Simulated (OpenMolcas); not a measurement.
# One shape, several levels: triplet SnGeH6

Wanted: a comparison of 6 runs (UHF/STO-3G, U-r2SCAN/def2-SVP, UB3LYP/def2-SVP, UM06-2X/def2-SVP, USVWN5/def2-SVP, UTPSS/def2-SVP) of triplet SnGeH6. 

Program for the calculation: OpenMolcas 26.06.

### Step 1. Starting point

The species is SnGeH6 (8 atoms), meant as a triplet with charge 0. SMILES of the parent species: `[GeH3][SnH3]`. Geometry: relaxed at PBE0-D4/def2-TZVP. That shape belongs to the parent species and isn't relaxed for this state.

Bond lengths: Ge1–Sn2 2.595 Å, Ge1–H3 1.538 Å, Ge1–H4 1.538 Å, Ge1–H5 1.538 Å, Sn2–H6 1.707 Å, Sn2–H7 1.707 Å, Sn2–H8 1.707 Å. Some angles: Ge1–Sn2–H6 110.4°, Ge1–Sn2–H7 110.5°, Ge1–Sn2–H8 110.4°, Sn2–Ge1–H3 110.4°, Sn2–Ge1–H4 110.4°, Sn2–Ge1–H5 110.4°, H6–Sn2–H7 108.5°, H6–Sn2–H8 108.5°, H7–Sn2–H8 108.5°, H3–Ge1–H4 108.5°.

### Step 2. The energy at UHF/STO-3G (run 1)

File run.inp:

```
>>> EXPORT MOLCAS_PRINT=2

&GATEWAY
  BasLib
  $CurrDir
  Coord
  8
  angstrom
  Ge      -0.754100       0.285800      -1.041300
  Sn       0.751500      -0.290300       0.992300
  H       -1.830800       1.307300      -0.639500
  H       -1.453400      -0.978600      -1.567000
  H        0.087500       0.886500      -2.179300
  H       -0.187600      -0.932800       2.265200
  H        1.931000      -1.444200       0.553800
  H        1.547900       1.109100       1.560100
  Basis
  STO-3G
  Group
  NoSym

&SEWARD

&SCF
  UHF
  Spin
  3
  Thresholds
  1e-10 1e-07 1e-07 1e-05
  PrOrbitals
  1
```

The basis set STO-3G is read from a file made from the Basis Set Exchange's data (not shown).

On the command line:

```bash
$ export MOLCAS_MEM=1860
$ pymolcas run.inp > run.log
```

The log of the run:

```text
--- Start Module: gateway ---
[...]
--- Stop Module: gateway /rc=_RC_ALL_IS_WELL_ ---
--- Start Module: seward ---
[...]
      Basis functions           51
--- Stop Module: seward /rc=_RC_ALL_IS_WELL_ ---
--- Start Module: scf ---
[...]
       Convergence after  18 Iterations
[...]
::    Total SCF energy                              -8018.2371316775
[...]
      Total spin, S                                     1.0029575010
[...]
      Total electronic charge=   88.000000
      Total            charge=   -0.000000
[...]
      Dipole Moment (debye):
      Origin of the operator (angstrom)=    0.1724   -0.0687    0.2101
                   X= -4.1528E-01               Y=  1.5848E-01               Z= -5.5888E-01           Total=  7.1408E-01
      Quadrupole Moment (debye*angstrom):
[...]
--- Stop Module: scf /rc=_RC_ALL_IS_WELL_ ---
[...]
```

Wall time 1.9 s (1 thread of Intel Xeon 6975P-C (Granite Rapids), shared host); peak memory 0.38 GiB.

### Step 3. A single-point energy at U-r2SCAN/def2-SVP (core potential) (run 2)

File mol.inp:

```
&GATEWAY
BasLib = $CurrDir
Coord
8
angstrom
Ge      -0.754100       0.285800      -1.041300
Sn       0.751500      -0.290300       0.992300
H       -1.830800       1.307300      -0.639500
H       -1.453400      -0.978600      -1.567000
H        0.087500       0.886500      -2.179300
H       -0.187600      -0.932800       2.265200
H        1.931000      -1.444200       0.553800
H        1.547900       1.109100       1.560100
Basis = def2-SVP
Group = NoSym
&SEWARD
GridInput
Grid=UltraFine
End of Grid
&SCF
UHF
Spin = 3
KSDFT = 2
1.0 MGGA_X_R2SCAN
1.0 MGGA_C_R2SCAN
Thresholds = 1e-10 1e-07 1e-07 1e-05
PrOrbitals = 1
```

The basis set def2-SVP is read from a file made from the Basis Set Exchange's data (not shown).

On the command line:

```bash
$ export MOLCAS_MEM=1860
$ pymolcas mol.inp > mol.log
```

The log of the run:

```text
--- Start Module: gateway ---
[...]
--- Stop Module: gateway /rc=_RC_ALL_IS_WELL_ ---
--- Start Module: seward ---
[...]
      Basis functions           88
--- Stop Module: seward /rc=_RC_ALL_IS_WELL_ ---
[...]
--- Start Module: scf ---
[...]
       Convergence after  24 Iterations
[...]
::    Total KS-DFT energy                           -2294.4687526557
[...]
      Total spin, S                                     1.0015614701
[...]
      Total electronic charge=   60.000000
      Total            charge=   -0.000000
[...]
      Dipole Moment (debye):
      Origin of the operator (angstrom)=    0.1724   -0.0687    0.2101
                   X= -6.0926E-01               Y=  2.3238E-01               Z= -8.2054E-01           Total=  1.0481E+00
      Quadrupole Moment (debye*angstrom):
[...]
--- Stop Module: scf /rc=_RC_ALL_IS_WELL_ ---
[...]
```

Run time: 58 s. Hardware: 1 thread of Intel Xeon 6975P-C (Granite Rapids), shared host; peak memory 0.48 GiB.

Runs 3 to 5 aren't shown in full; the table further down has their settings and results.

### Step 4. The energy at UTPSS/def2-SVP (core potential) (run 6)

File run.inp:

```
&gateway
  baslib=$CurrDir
  coord
  8
  bohr
  Ge    -1.42504247     0.54008373    -1.96777181
  Sn     1.42012918    -0.54858749     1.87517523
  H     -3.45971059     2.47043896    -1.20847986
  H     -2.74652795    -1.84928599    -2.96120084
  H      0.16535104     1.67524221    -4.11828014
  H     -0.35451262    -1.76273653     4.28060762
  H      3.64906115    -2.72914247     1.04653033
  H      2.92510707     2.09589524     2.94816173
  basis=def2-SVP
  group=NoSym

&seward
  gridinput
  Grid=UltraFine
  End of Grid

&scf
  uhf
  spin=3
  ksdft=2
  1.0 MGGA_X_TPSS
  1.0 MGGA_C_TPSS
  thresholds=1e-10 1e-07 1e-07 1e-05
  prorbitals=1 1
```

The basis set def2-SVP is read from a file made from the Basis Set Exchange's data (not shown).

On the command line:

```bash
$ export MOLCAS_MEM=1860
$ pymolcas run.inp > run.log
```

The log of the run:

```text
--- Start Module: gateway ---
[...]
--- Stop Module: gateway /rc=_RC_ALL_IS_WELL_ ---
--- Start Module: seward ---
[...]
      Basis functions           88
--- Stop Module: seward /rc=_RC_ALL_IS_WELL_ ---
[...]
--- Start Module: scf ---
[...]
       Convergence after  23 Iterations
[...]
::    Total KS-DFT energy                           -2294.3012830994
[...]
      Total spin, S                                     1.0008022306
[...]
      Total electronic charge=   60.000000
      Total            charge=   -0.000000
[...]
      Dipole Moment (debye):
      Origin of the operator (angstrom)=    0.1724   -0.0687    0.2101
                   X= -5.5054E-01               Y=  2.0985E-01               Z= -7.4099E-01           Total=  9.4668E-01
      Quadrupole Moment (debye*angstrom):
[...]
--- Stop Module: scf /rc=_RC_ALL_IS_WELL_ ---
[...]
```

Run time: 53 s. Hardware: 1 thread of Intel Xeon 6975P-C (Granite Rapids), shared host; peak memory 0.48 GiB.

### Step 5. All runs side by side

| run | level | integration grid | energy (Eh) | dipole moment (D) | HOMO energy (eV) | ⟨S²⟩ | wall time |
| --- | --- | --- | --- | --- | --- | --- | --- |
| 1 | UHF/STO-3G | – | -8018.237132 | 0.71 | 0.96 | 2.009 | 1.9 s |
| 2 | U-r2SCAN/def2-SVP (core potential) | UltraFine | -2294.468753 | 1.05 | -1.68 | 2.005 | 58 s |
| 3 | UB3LYP/def2-SVP (core potential) | UltraFine | -2294.522308 | 0.95 | -2.05 | 2.002 | 33 s |
| 4 | UM06-2X/def2-SVP (core potential) | UltraFine | -2294.309954 | 1.03 | -3.18 | 2.009 | 53 s |
| 5 | USVWN5/def2-SVP (core potential) | UltraFine | -2290.856906 | 0.92 | -1.66 | 2.001 | 19 s |
| 6 | UTPSS/def2-SVP (core potential) | UltraFine | -2294.301283 | 0.95 | -1.51 | 2.002 | 53 s |

### Step 6. Summary of results

| quantity | value |
| --- | --- |
| run 6: total energy | -2294.30128 Eh |
| run 6: dipole moment | 0.95 D |
| run 6: HOMO energy (highest over α and β) | -1.51 eV |
| run 6: ⟨S²⟩ | 2.002 |

What this shows: The dipole moment (its size) runs from 0.71 D (UHF/STO-3G) to 1.05 D (U-r2SCAN/def2-SVP). The two ends differ in method and basis and core potential. Totals of different functionals can't be ranked against each other. Some runs of one species differ in core potentials or relativity; totals across that change don't compare. In run 1 the basis is minimal, so the values are rough. In run 1 relativity is left out where basis or elements ask for it. All runs together took 3.6 min, the longest 58 s.
